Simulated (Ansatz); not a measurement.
# GeBH₄Cl: small, medium and large basis sets

Aim: see how fast density functionals converge with the basis set for GeBH₄Cl.

Method: one geometry, several basis sets; program: Ansatz 0.2.0, Gaussian basis.

Levels to be run: PBE0-D4/def2-SVP; ωB97M-V/def2-SVP; PBE0-D4/def2-QZVPP; ωB97M-V/def2-QZVPP; the functionals' def2-TZVPP values are taken from earlier runs.

### Step 1. Structure used throughout

An earlier PBE0-D4 in a triple-zeta def2 set relaxation fixed the geometry.

SMILES `[BH2][GeH2][Cl]`, 7 atoms, charge 0, spin multiplicity 1.

Atoms are counted from 1 here; the program's logs count them from 0.

Bond lengths: B1–Ge2 2.053 Å, B1–H4 1.195 Å, B1–H5 1.191 Å, Ge2–Cl3 2.168 Å, Ge2–H6 1.539 Å, Ge2–H7 1.539 Å. Angles: Ge2–B1–H4 118.7°, Ge2–B1–H5 121.6°, H4–B1–H5 119.7°, B1–Ge2–Cl3 111.0°, B1–Ge2–H6 112.7°, B1–Ge2–H7 112.7°, Cl3–Ge2–H6 105.7°, Cl3–Ge2–H7 105.7°, H6–Ge2–H7 108.6°.

### Step 2. PBE0-D4 in def2-SVP

in.yaml reads:

```yaml
crystal:
  periodic: [false, false, false]
  atoms:
    - {symbol: B, position_ang: [-1.048285, -0.055985, -0.738103]}
    - {symbol: Ge, position_ang: [0.614229, -0.122182, 0.465330]}
    - {symbol: Cl, position_ang: [1.648221, 1.783827, 0.469764]}
    - {symbol: H, position_ang: [-1.720651, -1.037663, -0.843436]}
    - {symbol: H, position_ang: [-1.352414, 0.933573, -1.327487]}
    - {symbol: H, position_ang: [0.269785, -0.412697, 1.937311]}
    - {symbol: H, position_ang: [1.650415, -1.156972, -0.009180]}
basis:
  gaussian: {orbitals: def2-SVP}
hamiltonian: {xc: pbe0, dispersion: d4}
output: {orbitals: {seedname: orbitals}}
```

Run with:

```
ansatz run in.yaml --threads 2 --pin off --events-out ev --progress --plain --max-ram 4352MiB
```

Further steps of the session: ωB97M-V in def2-SVP; PBE0-D4 in def2-QZVPP; ωB97M-V in def2-QZVPP.

**Question.** What will the summary of the whole plan be? Wanted: PBE0-D4: double and triple zeta above quadruple; ωB97M-V: double and triple zeta above quadruple.

**Answer**, as computed:

| quantity | value |
| --- | --- |
| PBE0-D4: double and triple zeta above quadruple | 13.92, 1.64 eV |
| ωB97M-V: double and triple zeta above quadruple | 13.91, 1.59 eV |

What this shows: PBE0-D4 gains 12.29 eV from double to triple zeta, then 1.64 eV more. Total energies overstate the basis error of differences, where much of it tends to cancel.
